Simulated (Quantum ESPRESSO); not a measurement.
CsPbBr3: equation of state with PBE

CsPbBr3:

```
Pb Cs Br
1.0
     5.87000    0.00000    0.00000
     0.00000    5.87000    0.00000
     0.00000    0.00000    5.87000
Pb Cs Br
1 1 3
Direct
  0.50000 0.50000 0.50000
  0.00000 0.00000 0.00000
  0.50000 0.50000 0.00000
  0.50000 0.00000 0.50000
  0.00000 0.50000 0.50000
```

Measurements of this composition are mostly on another form, of space group No. 62.

```json
{
  "Program": "Quantum ESPRESSO 7.5",
  "Task": "equation of state",
  "Functional": "PBE",
  "Potentials or basis": "SSSP 1.3 efficiency PBE",
  "Cutoff": "748 eV",
  "Density cutoff": "5987 eV",
  "k mesh": "5 × 5 × 5",
  "Occupations": "fermi-dirac, width 0.05 eV",
  "Spin": "no spin polarisation",
  "Mixing beta": "0.5",
  "Most SCF iterations": "120",
  "SCF threshold": "1e-09 Ry"
}
```

- Equilibrium volume: 43.21 Å³/atom (rough: see the caveat)
- Bulk modulus: 18.5 GPa (rough)

Energy against volume, from the lowest point:
| volume (Å³/atom) | energy (meV/atom) |
| --- | --- |
| 38.025 | 45.49 |
| 38.834 | 31.09 |
| 39.643 | 19.81 |
| 40.452 | 11.34 |
| 41.261 | 5.37 |
| 42.070 | 1.67 |
| 42.880 | 0.00 |

All runs of the series together: 8 min on 2 threads of Intel(R) Xeon(R) Platinum 8488C (Sapphire Rapids), on a shared host.

Caveat: the minimum lies outside the volumes run. Spin-orbit coupling is left out, which matters for the levels of Cs, Pb.
